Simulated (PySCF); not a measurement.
# BrCl at other levels of theory

What do other methods print for BrCl?

Program: PySCF 2.14.0. Level of theory: method and basis as typed in the scripts. These are calculated values, not measurements.

5 further runs of the same task are left out: 5 that didn't finish.

## 1. Where the work starts

BrCl: 2 atoms, charge 0, spin multiplicity 1.

Bond lengths: Br1–Cl2 2.398 Å.

## 2. The run that the others are compared with

Contents of input.py:

```python
from pyscf import gto, dft

mol = gto.M(
    atom='Br 0 0 0; Cl 0 0 2.398',
    basis='sbkjc',
    ecp={'Br': 'sbkjc', 'Cl': 'sbkjc'},
    charge=0,
    spin=0,
    verbose=3,
)
mf = dft.RKS(mol, xc='tpssh')
mf.kernel()
mf.mulliken_pop()
mf.dip_moment()
print('orbital energies (hartree):', mf.mo_energy[..., max(0, mol.nelec[1]-3):mol.nelec[0]+3].round(4))
```

Run with:

```console
OMP_NUM_THREADS=1 python input.py
```

The log of the run:

```text
converged SCF energy = -28.2523834496632
 ** Mulliken pop  **
pop of  0 Br 4s           1.79477
pop of  0 Br 5s           0.19598
pop of  0 Br 4px          1.58951
pop of  0 Br 4py          1.58951
pop of  0 Br 4pz          0.79689
pop of  0 Br 5px          0.41101
pop of  0 Br 5py          0.41101
pop of  0 Br 5pz          0.10029
pop of  1 Cl 3s           1.53499
pop of  1 Cl 4s           0.47487
pop of  1 Cl 3px          1.43243
pop of  1 Cl 3py          1.43243
pop of  1 Cl 3pz          0.79899
pop of  1 Cl 4px          0.56704
pop of  1 Cl 4py          0.56704
pop of  1 Cl 4pz          0.30321
 ** Mulliken atomic charges  **
charge of    0Br =      0.11102
charge of    1Cl =     -0.11102
Dipole moment(X, Y, Z, Debye): -0.00000, -0.00000, -0.88455
orbital energies (hartree): [-0.3568 -0.3    -0.3    -0.2109  0.2291  0.2522]
```

Wall time 1.1 s (1 thread of Arm Neoverse V2, shared host); peak memory 0.14 GiB.

Base result: E(SCF) = -28.252383 Eh, μ = 0.88 D.

The bond length is a typed value, not an optimised one.

## 3. Stability test

Edit 1 changes step after the SCF: analyze → stability.

input.py, as its differences from that of step 2:

```diff
@@ -12,3 +12,3 @@
 mf.kernel()
-mf.mulliken_pop()
+mf.stability(internal=True, external=True)
 mf.dip_moment()
```

Run with:

```console
OMP_NUM_THREADS=1 python input.py
```

The log of the run:

```text
converged SCF energy = -28.2523834496632
<class 'pyscf.dft.rks.RKS'> wavefunction is stable in the internal stability analysis
<class 'pyscf.dft.rks.RKS'> wavefunction is stable in the real -> complex stability analysis
<class 'pyscf.dft.rks.RKS'> wavefunction is stable in the RHF/RKS -> UHF/UKS stability analysis
Dipole moment(X, Y, Z, Debye): -0.00000, -0.00000, -0.88455
orbital energies (hartree): [-0.3568 -0.3    -0.3    -0.2109  0.2291  0.2522]
```

Run time: 2.6 s. Hardware: 1 thread of Arm Neoverse V2, shared host; peak memory 0.24 GiB.

This run: E(SCF) = -28.252383 Eh (no change), μ = 0.88 D, internal stable; real -> complex stable; RHF/RKS -> UHF/UKS stable.

## 4. MP2 (RHF)

Edit 2 changes step after the SCF: analyze → mp2; SCF type: RKS → RHF; functional: tpssh → none (Hartree–Fock).

input.py, as its differences from that of step 2:

```diff
@@ -1,2 +1,2 @@
-from pyscf import gto, dft
+from pyscf import gto, scf, mp
 
@@ -10,5 +10,5 @@
 )
-mf = dft.RKS(mol, xc='tpssh')
+mf = scf.RHF(mol)
 mf.kernel()
-mf.mulliken_pop()
+mp.MP2(mf).kernel()
 mf.dip_moment()
```

Run with:

```console
OMP_NUM_THREADS=1 python input.py
```

The log of the run:

```text
converged SCF energy = -27.7642557637651
E(RMP2) = -27.8340222173857  E_corr = -0.0697664536205437
E(SCS-RMP2) = -27.8368212217487  E_corr = -0.0725654579835623
Dipole moment(X, Y, Z, Debye):  0.00000, -0.00000, -1.21100
orbital energies (hartree): [-0.5176 -0.4485 -0.4485 -0.0713  0.366   0.3816]
```

It took 0.59 s on 1 thread of Arm Neoverse V2, shared host.

Outcome: E(SCF) = -27.764256 Eh, E(MP2) − E(SCF) = -0.06977 Eh, μ = 1.21 D (of the SCF density).

## 5. Geometry optimisation

Edit 3 changes step after the SCF: analyze → optimize.

Contents of input.py:

```python
from pyscf import gto, dft
from pyscf.geomopt.geometric_solver import optimize

mol = gto.M(
    atom='Br 0 0 0; Cl 0 0 2.398',
    basis='sbkjc',
    ecp={'Br': 'sbkjc', 'Cl': 'sbkjc'},
    charge=0,
    spin=0,
    verbose=3,
)
mf = dft.RKS(mol, xc='tpssh')
mf.kernel()
g = mf.nuc_grad_method()
g.grid_response = True
mol_eq = optimize(g.as_scanner(), maxsteps=30)
print('optimised geometry (angstrom)')
print(mol_eq.tostring('raw'))
print('orbital energies (hartree):', mf.mo_energy[..., max(0, mol.nelec[1]-3):mol.nelec[0]+3].round(4))
```

Run with:

```console
OMP_NUM_THREADS=1 python input.py
```

The log of the run:

```text
converged SCF energy = -28.2523834496632
input.py

Current date and time:

#|     Arguments passed to driver run_optimizer():      |#
logIni                    <dir>
maxiter                   30
----------------------------------------------------------
Custom engine selected.
Bonds will be generated from interatomic distances less than 1.20 times sum of covalent radii
6 internal coordinates being used (instead of 6 Cartesians)
Internal coordinate system (atoms numbered from 1):
Distance 1-2
Translation-X 1-2
Translation-Y 1-2
Translation-Z 1-2
Rotation-A 1-2
Rotation-B 1-2
Rotation-C 1-2
> ===== Optimization Info: ====
> Job type: Energy minimization
> Maximum number of optimization cycles: 30
> Initial / maximum trust radius (Angstrom): 0.100 / 0.300
> Convergence Criteria:
> Will converge when all 5 criteria are reached:
>  |Delta-E| < 1.00e-06
>  RMS-Grad  < 3.00e-04
>  Max-Grad  < 4.50e-04
>  RMS-Disp  < 1.20e-03
>  Max-Disp  < 1.80e-03
> === End Optimization Info ===

Geometry optimization cycle 1
Cartesian coordinates (Angstrom)
 Atom        New coordinates             dX        dY        dZ
  Br   0.000000   0.000000   0.000000    0.000000  0.000000  0.000000
  Cl   0.000000   0.000000   2.398000    0.000000  0.000000  0.000000

WARN: Mole.unit (angstrom) is changed to Bohr

converged SCF energy = -28.2523834489726
--------------- RKS_Scanner gradients ---------------
         x                y                z
0 Br    -0.0000000000    -0.0000000000    -0.0172680590
1 Cl     0.0000000000     0.0000000000     0.0172680590
----------------------------------------------
cycle 1: E = -28.252383449  dE = -28.2524  norm(grad) = 0.0244207
Step    0 : Gradient = 1.727e-02/1.727e-02 (rms/max) Energy = -28.2523834490
Hessian Eigenvalues: 5.00000e-02 5.00000e-02 5.00000e-02 ... 5.00000e-02 5.00000e-02 1.15973e-01

Geometry optimization cycle 2
Cartesian coordinates (Angstrom)
 Atom        New coordinates             dX        dY        dZ
  Br   0.000000   0.000000   0.039396    0.000000  0.000000  0.039396
  Cl  -0.000000  -0.000000   2.358604   -0.000000 -0.000000 -0.039396
converged SCF energy = -28.2537773040606
--------------- RKS_Scanner gradients ---------------
         x                y                z
0 Br     0.0000000000     0.0000000000    -0.0004532434
1 Cl    -0.0000000000    -0.0000000000     0.0004532434
----------------------------------------------
cycle 2: E = -28.2537773041  dE = -0.00139386  norm(grad) = 0.000640983
Step    1 : Displace = 3.940e-02/3.940e-02 (rms/max) Trust = 1.000e-01 (=) Grad = 4.532e-04/4.532e-04 (rms/max) E (change) = -28.2537773041 (-1.394e-03) Quality = 1.084
Hessian Eigenvalues: 5.00000e-02 5.00000e-02 5.00000e-02 ... 5.00000e-02 5.00000e-02 1.12929e-01

Geometry optimization cycle 3
Cartesian coordinates (Angstrom)
 Atom        New coordinates             dX        dY        dZ
  Br   0.000000  -0.000000   0.040458   -0.000000 -0.000000  0.001062
  Cl  -0.000000   0.000000   2.357542    0.000000  0.000000 -0.001062
converged SCF energy = -28.2537780606744
--------------- RKS_Scanner gradients ---------------
         x                y                z
0 Br     0.0000000000     0.0000000000     0.0000864995
1 Cl    -0.0000000000    -0.0000000000    -0.0000864995
----------------------------------------------
cycle 3: E = -28.2537780607  dE = -7.56614e-07  norm(grad) = 0.000122329
Step    2 : Displace = 1.062e-03/1.062e-03 (rms/max) Trust = 1.414e-01 (+) Grad = 8.650e-05/8.650e-05 (rms/max) E (change) = -28.2537780607 (-7.566e-07) Quality = 0.832
Hessian Eigenvalues: 5.00000e-02 5.00000e-02 5.00000e-02 ... 5.00000e-02 5.00000e-02 1.12929e-01
Converged! =D

    #| If this code has benefited your research, please support us by citing: |#
    #| Wang, L.-P.; Song, C.C. (2016) "Geometry optimization made simple with |#
    #| translation and rotation coordinates", J. Chem, Phys. 144, 214108.     |#
    #|                                     |#
optimised geometry (angstrom)
Br          0.00000000       -0.00000000        0.04045835
Cl         -0.00000000        0.00000000        2.35754165
orbital energies (hartree): [-0.3568 -0.3    -0.3    -0.2109  0.2291  0.2522]
```

Wall time 3 s (1 thread of Arm Neoverse V2, shared host).

Outcome: at the starting geometry E(SCF) = -28.252383 Eh (no change), optimised bond 2.317 Å in 3 steps; the optimisation lowers the energy by 0.038 eV.

The steps of the relaxation:

```
step  energy from step 1 (hartree)
   1                      0.000000
   2                     -0.001394
   3                     -0.001395
```

The bond:

```
   bond  before (Å)  after (Å)  change (Å)
Br1–Cl2       2.398      2.317      -0.081
```

## 6. R2scan

Edit 4 changes functional: tpssh → r2scan.

input.py, as its differences from that of step 2:

```diff
@@ -10,3 +10,3 @@
 )
-mf = dft.RKS(mol, xc='tpssh')
+mf = dft.RKS(mol, xc='r2scan')
 mf.kernel()
```

Run with:

```console
OMP_NUM_THREADS=1 python input.py
```

The log of the run:

```text
converged SCF energy = -28.263612205726
 ** Mulliken pop  **
pop of  0 Br 4s           1.79172
pop of  0 Br 5s           0.19887
pop of  0 Br 4px          1.58902
pop of  0 Br 4py          1.58902
pop of  0 Br 4pz          0.80819
pop of  0 Br 5px          0.41154
pop of  0 Br 5py          0.41154
pop of  0 Br 5pz          0.09160
pop of  1 Cl 3s           1.53429
pop of  1 Cl 4s           0.47534
pop of  1 Cl 3px          1.43212
pop of  1 Cl 3py          1.43212
pop of  1 Cl 3pz          0.80792
pop of  1 Cl 4px          0.56732
pop of  1 Cl 4py          0.56732
pop of  1 Cl 4pz          0.29207
 ** Mulliken atomic charges  **
charge of    0Br =      0.10850
charge of    1Cl =     -0.10850
Dipole moment(X, Y, Z, Debye):  0.00000, -0.00000, -0.86165
orbital energies (hartree): [-0.3445 -0.2877 -0.2877 -0.2289  0.2486  0.2676]
```

Wall time 1 s (1 thread of Arm Neoverse V2, shared host).

Outcome: E(SCF) = -28.263612 Eh, μ = 0.86 D.

## 7. NEVPT2 (RHF)

Edit 5 changes step after the SCF: analyze → nevpt2; SCF type: RKS → RHF; functional: tpssh → none (Hartree–Fock); active space: none → 8 electrons in 8 orbitals.

input.py, as its differences from that of step 2:

```diff
@@ -1,2 +1,2 @@
-from pyscf import gto, dft
+from pyscf import gto, scf, mcscf, mrpt
 
@@ -10,5 +10,8 @@
 )
-mf = dft.RKS(mol, xc='tpssh')
+mf = scf.RHF(mol)
 mf.kernel()
-mf.mulliken_pop()
+mc = mcscf.CASSCF(mf, 8, 8)
+mc.kernel()
+mc.analyze()
+mrpt.NEVPT(mc).kernel()
 mf.dip_moment()
```

Run with:

```console
OMP_NUM_THREADS=1 python input.py
```

The log of the run:

```text
converged SCF energy = -27.7642557637651
CASSCF energy = -27.8197809053994
CASCI E = -27.8197809053994  E(CI) = -15.0743374934115  S^2 = 0.0000000
Sr    (-1)',   E = -0.00283359597426
Si    (+1)',   E = -0.00080500341631
Sijrs (0)  ,   E = -0.00875686325937
Sijr  (+1) ,   E = -0.00151200134389
Srsi  (-1) ,   E = -0.00408293243170
Srs   (-2) ,   E = -0.00063707589207
Sij   (+2) ,   E = -0.00078295218677
Sir   (0)' ,   E = -0.00596483984227
Nevpt2 Energy = -0.025375264346640
Dipole moment(X, Y, Z, Debye):  0.00000, -0.00000, -1.21100
orbital energies (hartree): [-0.5176 -0.4485 -0.4485 -0.0713  0.366   0.3816]
```

Wall time 8 s (1 thread of Arm Neoverse V2, shared host).

Result: E(SCF) = -27.764256 Eh, E(CAS) − E(SCF) = -0.05553 Eh, NEVPT2 = -0.02538 Eh, μ = 1.21 D (of the SCF density).

## 8. Wb97

Edit 6 changes functional: tpssh → wb97.

input.py, as its differences from that of step 2:

```diff
@@ -10,3 +10,3 @@
 )
-mf = dft.RKS(mol, xc='tpssh')
+mf = dft.RKS(mol, xc='wb97')
 mf.kernel()
```

Run with:

```console
OMP_NUM_THREADS=1 python input.py
```

The log of the run:

```text
converged SCF energy = -28.2272051789388
 ** Mulliken pop  **
pop of  0 Br 4s           1.77167
pop of  0 Br 5s           0.21526
pop of  0 Br 4px          1.60334
pop of  0 Br 4py          1.60334
pop of  0 Br 4pz          0.79032
pop of  0 Br 5px          0.39744
pop of  0 Br 5py          0.39744
pop of  0 Br 5pz          0.10127
pop of  1 Cl 3s           1.51996
pop of  1 Cl 4s           0.47775
pop of  1 Cl 3px          1.43925
pop of  1 Cl 3py          1.43925
pop of  1 Cl 3pz          0.80983
pop of  1 Cl 4px          0.55998
pop of  1 Cl 4py          0.55998
pop of  1 Cl 4pz          0.31395
 ** Mulliken atomic charges  **
charge of    0Br =      0.11993
charge of    1Cl =     -0.11993
Dipole moment(X, Y, Z, Debye):  0.00000,  0.00000, -1.05007
orbital energies (hartree): [-0.4913 -0.4275 -0.4275 -0.1152  0.328   0.3474]
```

Run time: 0.83 s. Hardware: 1 thread of Arm Neoverse V2, shared host.

Result: E(SCF) = -28.227205 Eh, μ = 1.05 D.

## 9. Side by side

| run | E(SCF) (hartree) | from base (eV) | SCF dipole (D) | after the SCF |
| --- | --- | --- | --- | --- |
| base | -28.252383 | 0 | 0.88 | n/a |
| stability test | -28.252383 | 0.0000 | 0.88 | stable |
| MP2 (RHF) | -27.764256 | not comparable | 1.21 | MP2 correlation -1.898 eV |
| geometry optimisation | -28.252383 | 0.0000 | n/a | bond 2.317 Å, -0.038 eV |
| r2scan | -28.263612 | not comparable | 0.86 | n/a |
| NEVPT2 (RHF) | -27.764256 | not comparable | 1.21 | NEVPT2 correlation -2.201 eV (from the SCF energy, the CASSCF gain included) |
| wb97 | -28.227205 | not comparable | 1.05 | n/a |

SCF columns refer to the geometry typed in the script.

Wall time on 1 thread of Arm Neoverse V2, shared host, start-up included: base 1.1 s; stability test 2.6 s; MP2 (RHF) 0.59 s; geometry optimisation 3 s; r2scan 1 s; NEVPT2 (RHF) 8 s; wb97 0.83 s.

What this shows: A lower total energy from another functional means nothing by itself. The dearest run is “NEVPT2 (RHF)”, at 8 s against 1.1 s.
